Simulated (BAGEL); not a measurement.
# HF/STO-3G (density fitting with qzvpp-jkfit) run of GeH2Cl2O (SMILES [OH][GeH]([Cl])[Cl])

Aim: the energy change on altering one bond length of GeH2Cl2O at HF/STO-3G (density fitting with qzvpp-jkfit), from 2 runs. 

The calculation is run with BAGEL 1.2.2.

3 further runs of the same task are left out: 3 that didn't finish.

**1. The molecule**

GeH2Cl2O has 6 atoms, charge 0, and is taken as a singlet. As SMILES, `[OH][GeH]([Cl])[Cl]`. The coordinates come from a PBE0-D4/def2-TZVP relaxation. This is one conformer, not always the lowest.

Bond lengths: O1–Ge2 1.752 Å, Ge2–Cl3 2.137 Å, Ge2–Cl4 2.137 Å, O1–H5 0.961 Å, Ge2–H6 1.521 Å. Angles: O1–Ge2–Cl3 109.7°, O1–Ge2–Cl4 109.7°, Cl3–Ge2–Cl4 106.8°, O1–Ge2–H6 108.2°, Cl3–Ge2–H6 111.2°, Cl4–Ge2–H6 111.3°, Ge2–O1–H5 113.6°.

**2. A single-point energy at HF/STO-3G (density fitting with qzvpp-jkfit)**

File calc.json:

```json
{ "bagel": [

{
  "title": "molecule",
  "basis": "sto-3g",
  "df_basis": "qzvpp-jkfit",
  "angstrom": "true",
  "geometry": [
    { "atom": "O", "xyz": [      -0.161000,       1.291000,      -0.614200 ] },
    { "atom": "Ge", "xyz": [      -0.065400,      -0.148800,       0.378900 ] },
    { "atom": "Cl", "xyz": [       1.948500,      -0.862600,       0.421700 ] },
    { "atom": "Cl", "xyz": [      -1.252400,      -1.700600,      -0.487400 ] },
    { "atom": "H", "xyz": [       0.126400,       1.152000,      -1.521000 ] },
    { "atom": "H", "xyz": [      -0.554000,       0.204900,       1.775700 ] }
  ]
},

{
  "title": "hf"
},

{
  "title": "print",
  "file": "orbitals.molden",
  "orbitals": "true"
}

]}
```

Run with:

```
$ BAGEL_NUM_THREADS=1 BAGEL calc.json > calc.out
```

Log:

```text
* using 1 threads per process

  ===============================================================
  ===============================================================

  *** Geometry ***

  { "atom" : "O", "xyz" : [     -0.304246,      2.439636,     -1.160670 ] },
  { "atom" : "Ge", "xyz" : [     -0.123588,     -0.281191,      0.716017 ] },
  { "atom" : "Cl", "xyz" : [      3.682131,     -1.630078,      0.796898 ] },
  { "atom" : "Cl", "xyz" : [     -2.366693,     -3.213668,     -0.921053 ] },
  { "atom" : "H", "xyz" : [      0.238861,      2.176964,     -2.874273 ] },
  { "atom" : "H", "xyz" : [     -1.046908,      0.387205,      3.355587 ] },

  Number of auxiliary basis functions:      635

  Since a DF basis is specified, we compute 2- and 3-index integrals:
    o Being stored without compression. Storage requirement is 0.009 GB

  Number of basis functions:       43
  Number of electrons      :       76

    * METHOD: MOLECULE                             0.31

  *** RHF ***

  === Nuclear Repulsion ===
   472.3860354439

      * DIIS with orbital gradients will be used.

  === RHF iteration (sto-3g) ===
      0      -3035.96313396          0.01038200           0.06
      1      -3036.04832518          0.00268020           0.05
      2      -3036.05348028          0.00065068           0.05
      3      -3036.05396890          0.00014248           0.05
      4      -3036.05400427          0.00002736           0.05
      5      -3036.05400552          0.00000537           0.05
      6      -3036.05400556          0.00000117           0.05
      7      -3036.05400556          0.00000023           0.05
      8      -3036.05400556          0.00000005           0.06
      9      -3036.05400556          0.00000001           0.08
     10      -3036.05400556          0.00000000           0.06
    * SCF iteration converged.

    * Permanent dipole moment:
           (    0.237114,    -0.730361,    -0.149530) a.u.

    * METHOD: HF                                   0.80

    * METHOD: PRINT                                0.00

  ===============================================================
```

It took 2.2 s on 1 thread of Intel Xeon 6975P-C (Granite Rapids), shared host; peak memory 0.1 GiB.

**3. The distorted shape at the same level**

File job.json:

```json
{ "bagel" : [

{
  "title" : "molecule",
  "basis" : "sto-3g",
  "df_basis" : "qzvpp-jkfit",
  "angstrom" : true,
  "geometry" : [
    { "atom" : "O", "xyz" : [   -1.167923,    1.647890,   -0.635599 ] },
    { "atom" : "Ge", "xyz" : [   -1.072323,    0.208090,    0.357501 ] },
    { "atom" : "Cl", "xyz" : [    1.948500,   -0.862600,    0.421700 ] },
    { "atom" : "Cl", "xyz" : [   -2.259323,   -1.343710,   -0.508799 ] },
    { "atom" : "H", "xyz" : [   -0.880523,    1.508890,   -1.542399 ] },
    { "atom" : "H", "xyz" : [   -1.560923,    0.561790,    1.754301 ] }
  ]
},
{ "title" : "hf", "charge" : 0 },
{ "title" : "print", "file" : "orbitals.molden", "orbitals" : true }

]}
```

Run with:

```
$ BAGEL_NUM_THREADS=1 BAGEL job.json > job.out
```

Log:

```text
* using 1 threads per process

  ===============================================================
  ===============================================================

  *** Geometry ***

  { "atom" : "O", "xyz" : [     -2.207055,      3.114061,     -1.201108 ] },
  { "atom" : "Ge", "xyz" : [     -2.026397,      0.393233,      0.675579 ] },
  { "atom" : "Cl", "xyz" : [      3.682131,     -1.630078,      0.796898 ] },
  { "atom" : "Cl", "xyz" : [     -4.269502,     -2.539244,     -0.961491 ] },
  { "atom" : "H", "xyz" : [     -1.663947,      2.851389,     -2.914712 ] },
  { "atom" : "H", "xyz" : [     -2.949717,      1.061629,      3.315148 ] },

  Number of auxiliary basis functions:      635

  Since a DF basis is specified, we compute 2- and 3-index integrals:
    o Being stored without compression. Storage requirement is 0.009 GB

  Number of basis functions:       43
  Number of electrons      :       76

    * METHOD: MOLECULE                             0.33

  *** RHF ***

  === Nuclear Repulsion ===
   411.7334746978

      * DIIS with orbital gradients will be used.

  === RHF iteration (sto-3g) ===
      0      -3035.75021612          0.01069974           0.09
      1      -3035.88626809          0.00391030           0.07
      2      -3035.89607982          0.00092838           0.08
      3      -3035.89689896          0.00021623           0.09
      4      -3035.89695820          0.00006391           0.08
      5      -3035.89696465          0.00001735           0.11
      6      -3035.89696518          0.00000585           0.08
      7      -3035.89696525          0.00000203           0.11
      8      -3035.89696526          0.00000074           0.09
      9      -3035.89696526          0.00000031           0.08
     10      -3035.89696526          0.00000014           0.08
     11      -3035.89696526          0.00000008           0.08
     12      -3035.89696526          0.00000003           0.08
     13      -3035.89696526          0.00000001           0.08
     14      -3035.89696526          0.00000000           0.08
    * SCF iteration converged.

    * Permanent dipole moment:
           (    1.696744,    -1.220005,     0.030925) a.u.

    * METHOD: HF                                   1.48

    * METHOD: PRINT                                0.00

  ===============================================================
```

Wall time 3.3 s (1 thread of Intel Xeon 6975P-C (Granite Rapids), shared host); peak memory 0.1 GiB.

**4. Summary of results**

Level: HF/STO-3G (density fitting with qzvpp-jkfit).

| quantity | value |
| --- | --- |
| first shape: total energy | -3036.05401 Eh |
| first shape: dipole moment | 1.99 D |
| first shape: HOMO energy | -10.69 eV |
| first shape: LUMO energy | 7.06 eV |
| first shape: HOMO–LUMO gap | 17.75 eV |
| distorted shape: total energy | -3035.89697 Eh |
| distorted shape: dipole moment | 5.31 D |
| distorted shape: HOMO energy | -7.52 eV |
| distorted shape: LUMO energy | 0.86 eV |
| distorted shape: HOMO–LUMO gap | 8.38 eV |
| energy change with the Ge2–Cl3 bond stretched from 2.137 to 3.206 Å | 4.273 eV |

**Reading.** With the Ge2–Cl3 bond stretched from 2.137 to 3.206 Å the energy rises by 4.27 eV (99 kcal/mol). The first shape isn't relaxed at this level, so the change isn't measured from a minimum. A restricted reference can't describe the breaking bond well at this length. The minimal basis adds a large error of its own.
